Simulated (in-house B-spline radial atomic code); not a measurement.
# Sr²⁶⁺: ionisation energy by several methods

How far do functionals differ on the ionisation energy of Sr²⁶⁺? Each run solves Sr²⁶⁺ and then the next ion ([Ne] 3s1).

Program: in-house B-spline radial atomic code version 1. Level of theory: Dirac-Coulomb, several functionals; spherical all-electron atom at the radial basis limit. These are calculated values, not measurements, unless marked.

### Step 1. What is computed

```
element       : strontium (Z = 38)
charge        : +26
electrons     : 12
configuration : [Ne] 3s2
nucleus       : Fermi, rms radius 4.224 fm
```

The outer shells:

[Ne] 3s2
```
[Ne] core
3s [↑↓]
```

### Step 2. PW91

The run's settings:

```ini
Z = 38
electrons = 12.0
configuration = [Ne] 3s2
hamiltonian = dirac
method = pw91,pw91
spin_polarised = False
nucleus = fermi
rms_radius = 4.224
mass_number = 88
atomic_mass = 87.905612253
speed_of_light = 137.035999084
```

### Step 3. AM05

Settings: those of step 2 with these lines changed.

```diff
@@ -4,3 +4,3 @@
 hamiltonian = dirac
-method = pw91,pw91
+method = am05
 spin_polarised = False
```

**Question.** The tabulated ionisation energy is 1333.4 ± 1.9 eV (semi-empirical; NIST Atomic Spectra Database). What does each method give, and which comes nearest?

The runs gave:

| method | rung | total energy (hartree) | ΔSCF (eV) | with Breit, QED, recoil (eV) | −ε highest (eV) | corrected ΔSCF less tabulated (eV) |
| --- | --- | --- | --- | --- | --- | --- |
| PW91 | GGA | -2714.3470 | 1336.18 | 1335.26 | 1309.70 (3s1/2) | +1.86 |
| AM05 | GGA | -2710.6083 | 1334.54 | 1333.63 | 1308.33 (3s1/2) | +0.23 |

What this shows: Against the tabulated ionisation energy, 1333.4 ± 1.9 eV (semi-empirical; NIST Atomic Spectra Database), the best here is AM05 (+0.23 eV) and the worst PW91 (+1.86 eV, or 0.14 %). The table's own uncertainty is as large as these misses, so the order means little. Open shells are averaged (over orientations, and over spins where the run is restricted), while tables refer to the lowest levels.

Members of this set that are not shown: 2 used exact exchange with fractional occupations of an open shell, which is unsound here.
